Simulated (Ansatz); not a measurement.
# Hf3TiO8: the band gap up the ladder of functionals

An exercise on one series of results from a longer session: the logs are not shown, and one member is left open.

Code: Ansatz 0.2.0. PAW datasets, plane waves. The calculation is spin-unpolarised, and the structure need not be a phase that has been made.

## The system as given

The cell was relaxed beforehand with r2SCAN.

The symmetry is Cmmm (No. 65, orthorhombic); a = 6.747 Å, b = 6.760 Å, c = 6.317 Å in the conventional setting, 12.01 Å³ an atom. Around Hf lie 6 O at 2.06–2.10 Å; around Hf lie 6 O at 2.08–2.09 Å; around O lie 3 Hf at 2.06–2.08 Å; around O lie 1 Ti at 1.98 Å and 2 Hf at 2.09–2.10 Å; around Ti lie 6 O at 1.98–1.99 Å.

The structure in full:

```
CELL_PARAMETERS angstrom
3.37368 -3.38017 0.00000
3.37368 3.38017 0.00000
0.00000 0.00000 6.31733
ATOMIC_POSITIONS crystal
Hf 0.50000 0.50000 0.00000
Hf 0.00000 0.00000 0.74545
O 0.19447 0.19447 0.00000
O 0.80553 0.80553 0.00000
O 0.69076 0.30924 0.73823
O 0.30924 0.69076 0.73823
Ti 0.50000 0.50000 0.50000
Hf 0.00000 0.00000 0.25455
O 0.20478 0.20478 0.50000
O 0.79522 0.79522 0.50000
O 0.69076 0.30924 0.26177
O 0.30924 0.69076 0.26177
```

Set-up of the first run:

input.yaml

```yaml
crystal:
  lattice:
    - [3.3736832361, -3.3801742009, 0.0]
    - [3.3736832361, 3.3801742009, 0.0]
    - [0.0, 0.0, 6.3173253649]
  atoms:
    - { symbol: Hf, position: [0.5, 0.5, 0.0] }
    - { symbol: Hf, position: [0.0, 0.0, 0.7454470673] }
    - { symbol: O, position: [0.1944692606, 0.1944692606, 0.0] }
    - { symbol: O, position: [0.8055307394, 0.8055307394, 0.0] }
    - { symbol: O, position: [0.6907601133, 0.3092398867, 0.7382285142] }
    - { symbol: O, position: [0.3092398867, 0.6907601133, 0.7382285142] }
    - { symbol: Ti, position: [0.5, 0.5, 0.5] }
    - { symbol: Hf, position: [0.0, 0.0, 0.2545529327] }
    - { symbol: O, position: [0.2047793151, 0.2047793151, 0.5] }
    - { symbol: O, position: [0.7952206849, 0.7952206849, 0.5] }
    - { symbol: O, position: [0.6907601133, 0.3092398867, 0.2617714858] }
    - { symbol: O, position: [0.3092398867, 0.6907601133, 0.2617714858] }
kpoints:
  mp_grid: { grid: [6, 6, 4] }
  band_path:
    path:
      - [[0.0, 0.0, 0.0], [-0.5, 0.5, 0.0], [-0.4990407694838, 0.5009592305162, 0.0]]
      - [[0.4990407694838, 0.4990407694838, 0.0], [0.0, 0.0, 0.0], [0.0, 0.0, 0.5], [0.4990407694838, 0.4990407694838, 0.5]]
      - [[-0.4990407694838, 0.5009592305162, 0.5], [-0.5, 0.5, 0.5], [-0.5, 0.5, 0.0]]
      - [[0.0, 0.0, 0.0], [-1.61013493449e-17, 0.5, 0.0], [-1.61013493449e-17, 0.5, 0.5], [0.0, 0.0, 0.5], [-0.5, 0.5, 0.5]]
    npoints: 10
hamiltonian:
  xc: pbe
scf:
  occupations: { method: fermi_dirac, width: 0.02 }
  n_extra_bands: 7
output:
  forces: true
  stress: true
  eigenvalues: true
```

Steps of the session up to this table: PBE band path; r2SCAN; HSE06; PBE+SOC; PBE0 at the same geometry.

One table of the session follows, with a row left open; its other results are not shown here.

```
  level  gap (eV)
    PBE      2.61
 r2SCAN         ?
  HSE06      4.26
PBE+SOC      2.61
   PBE0      5.03
```

Q: Estimate the row for r2SCAN from the others.

The run gave: gap (eV): 3.00. In the column «gap (eV)» it lies between PBE+SOC (2.61) and HSE06 (4.26).

Meshes: PBE 6×6×4, r2SCAN 6×6×4, HSE06 4×4×2, PBE+SOC 6×6×4, PBE0 4×4×2

What this shows: The gap runs from 2.61 eV (PBE) to 5.03 eV (PBE0). PBE reaches 61 % of the HSE06 value, and r2SCAN 70 %. PBE0 lies 0.77 eV above HSE06, which differs from it by screening the long-range exchange.

Limits of these values: Warnings in the runs' records: stress scf threshold loose, stress exchange threshold loose.
